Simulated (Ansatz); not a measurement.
# Cs2Ba2H: the cost of one run

Program: Ansatz 0.2.0. Level of theory: DFT PBE, scalar-relativistic, plane waves, PAW. These are calculated values, not measurements.

### Step 1. The structure to begin with

Symmetry: P6/mmm, No. 191, hexagonal system. Conventional cell: a = 5.857 Å, b = 5.857 Å, c = 6.384 Å, α = 90.00°, β = 90.00°, γ = 120.00°. Around Cs (site symmetry -6m2) lie 3 H at 3.38 Å and 3 Cs at 3.38 Å and 6 Ba at 3.77 Å. Ba (site symmetry 6mm) has 1 H at 1.66 Å as nearest neighbours. H (site symmetry 6/mmm) has 2 Ba at 1.66 Å as nearest neighbours.

Coordinates:

```cif
data_structure
_symmetry_space_group_name_H-M 'P 1'
_symmetry_Int_Tables_number 1
_cell_length_a 5.8575
_cell_length_b 5.8575
_cell_length_c 6.3840
_cell_angle_alpha 90.000
_cell_angle_beta 90.000
_cell_angle_gamma 120.000
_cell_volume 189.69
loop_
_atom_site_label
_atom_site_type_symbol
_atom_site_fract_x
_atom_site_fract_y
_atom_site_fract_z
_atom_site_occupancy
Cs1 Cs 0.33333 0.66667 0.00000 1
Cs2 Cs 0.66667 0.33333 0.00000 1
Ba1 Ba 0.00000 0.00000 0.25941 1
Ba2 Ba 0.00000 0.00000 0.74059 1
H1 H 0.00000 0.00000 0.00000 1
```

Recipe of the guess: random cell by space group and Wyckoff sites (P6/mmm, No. 191). The dimensions are guesses.

### Step 2. A first look at the guess

Input file input.yaml:

```yaml
crystal:
  lattice:
    - [5.85745666, 0.0, 0.0]
    - [-2.92872833, 5.07270627, 0.0]
    - [0.0, 0.0, 6.38400588]
  atoms:
    - { symbol: Cs, position: [0.33333333, 0.66666667, 0.0] }
    - { symbol: Cs, position: [0.66666667, 0.33333333, 0.0] }
    - { symbol: Ba, position: [0.0, 0.0, 0.25940748] }
    - { symbol: Ba, position: [0.0, 0.0, 0.74059252] }
    - { symbol: H, position: [0.0, 0.0, 0.0] }
basis:
  ecutwfc: 420
kpoints:
  mp_grid: { grid: [3, 3, 4] }
hamiltonian:
  xc: pbe
scf:
  occupations: { method: gaussian, width: 0.1 }
  lower_state_search: "off"
output:
  forces: true
  stress: true
  eigenvalues: true
```

The run is started by

```sh
$ ansatz run input.yaml --threads 1 --pin off --max-ram 2048MiB --backend cpu --events-out ev --progress --plain --runs-dir out
```

Q: Estimate wall time and peak memory on 1 thread of Arm Neoverse V2, shared host.

About 3.5 s, with a peak of 0.4 GiB.
